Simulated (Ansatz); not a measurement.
Below is the output of a Python script on Ansatz 0.2.0, Python API that makes a single point of Ti3Nb (distorted cell). Write a script that gives it. Level of theory: LDA, PAW, cutoff 571 eV, 4×4×4 k-points, Fermi-Dirac smearing of 0.1 eV.

```yaml
crystal:
  lattice:
    - [4.13340, 0.00000, 0.00000]
    - [0.00000, 4.13340, 0.00000]
    - [0.00000, 0.00000, 4.13340]
  atoms:
    - { symbol: Ti, position: [0.96490, 0.50950, 0.52030] }
    - { symbol: Ti, position: [0.51710, 0.00400, 0.49710] }
    - { symbol: Ti, position: [0.51440, 0.48670, 0.01240] }
    - { symbol: Nb, position: [0.00170, 0.98630, 0.00550] }
```

```console
$ python scf_ti3nb.py
Ti3Nb: -11792.983901 eV = -866.768337 Ry = -433.384169 Ha
Fermi level 14.1220 eV, 36 k-points, 1 symmetry operations
36 irreducible k-points (fractions, weight)
    0.0000   0.0000   0.0000   0.015625
    0.0000   0.0000   0.2500   0.031250
    0.0000   0.0000  -0.5000   0.015625
    0.0000   0.2500   0.0000   0.031250
    0.0000   0.2500   0.2500   0.031250
    0.0000   0.2500  -0.5000   0.031250
    0.0000   0.2500  -0.2500   0.031250
    0.0000  -0.5000   0.0000   0.015625
    0.0000  -0.5000   0.2500   0.031250
    0.0000  -0.5000  -0.5000   0.015625
    0.2500   0.0000   0.0000   0.031250
    0.2500   0.0000   0.2500   0.031250
    0.2500   0.0000  -0.5000   0.031250
    0.2500   0.0000  -0.2500   0.031250
    0.2500   0.2500   0.0000   0.031250
    0.2500   0.2500   0.2500   0.031250
    0.2500   0.2500  -0.5000   0.031250
    0.2500   0.2500  -0.2500   0.031250
    0.2500  -0.5000   0.0000   0.031250
    0.2500  -0.5000   0.2500   0.031250
largest ELF 0.784 at grid fractions [0.083 0.056 0.917]
share of the cell with ELF over 0.2: 0.755
share of the cell with ELF over 0.5: 0.177
share of the cell with ELF over 0.7: 0.019
share of the cell with ELF over 0.8: 0.000
share of the cell with ELF over 0.9: 0.000
```

The script that was run (others could print the same):

`scf_ti3nb.py`:
```python
"""Self-consistent field of Ti3Nb at the given structure with displaced atoms."""

from dataclasses import dataclass
from pathlib import Path

import ansatz as az
import numpy as np


@dataclass(frozen=True)
class Options:
    kmesh: tuple[int, ...] = (4, 4, 4)
    functional: str = "lda"
    occupations: str = "fermi_dirac"
    smearing_width: float = 0.1


settings = Options()


def main() -> None:
    xtal = (
        az.Lattice.of([4.1334, 0.0, 0.0], [0.0, 4.1334, 0.0], [0.0, 0.0, 4.1334])
        .atom("Ti", [0.9649, 0.5095, 0.5203])
        .atom("Ti", [0.5171, 0.004, 0.4971])
        .atom("Ti", [0.5144, 0.4867, 0.0124])
        .atom("Nb", [0.0017, 0.9863, 0.0055])
    )

    # settings of the run
    setup = (
        xtal.calculation()
        .kpoints(mesh=settings.kmesh)
        .functional(settings.functional)
        .occupations(settings.occupations, width=settings.smearing_width)
        .basis(21 * az.Ha)
        .compute(density=True, electron_localization_function=True, output_files={"volumetric_format": "npy"})
    )
    done = setup.run()
    report = done.report

    energy = report["free_energy_ev"]
    print("Ti3Nb: {:.6f} eV = {:.6f} Ry = {:.6f} Ha".format(energy, energy / 13.605693, energy / 27.211386))
    print("Fermi level {:.4f} eV, {} k-points, {} symmetry operations".format(report["fermi_energy_ev"], report["n_kpoints"], report["n_symmetry_ops"]))

    print(len(report["kpoints_frac"]), "irreducible k-points (fractions, weight)")
    for k, weight in list(zip(report["kpoints_frac"], report["kweights"]))[:20]:
        print("  {:8.4f} {:8.4f} {:8.4f}".format(*k), f"{weight:10.6f}")

    # ELF is 0.5 in a uniform gas and nears 1 where pairs localise
    folder = Path(done.write_results("elf"))
    elf = np.load(folder / "elf.npy")
    peak = np.unravel_index(elf.argmax(), elf.shape)
    print(f"largest ELF {elf.max():.3f} at grid fractions", np.round(np.array(peak) / elf.shape, 3))
    for level in (0.2, 0.5, 0.7, 0.8, 0.9):
        print(f"share of the cell with ELF over {level}: {np.mean(elf > level):.3f}")


if __name__ == "__main__":
    main()
```

Total energies depend on the potentials; only differences at equal settings carry meaning. A total without «per atom» is that of the cell as typed. For a metal this k-point mesh is coarse: on a finer one energies can move by several to tens of meV an atom and pressures by half a GPa or more, differences at one mesh by less. An absolute Fermi energy rests on an arbitrary zero of the periodic potential and has no direct meaning. Grid values close to the nuclei reflect the PAW or pseudopotential construction, not the all-electron fields. The cell is a database structure, distorted on purpose. Wall time of the script: 18 s on 1 thread of Intel(R) Xeon(R) Platinum 8259CL CPU @ 2.50GHz (Skylake/Cascade Lake) (shared host), peak memory 0.46 GiB.

(Lines on the test bed's own set-up are left out of the output.)
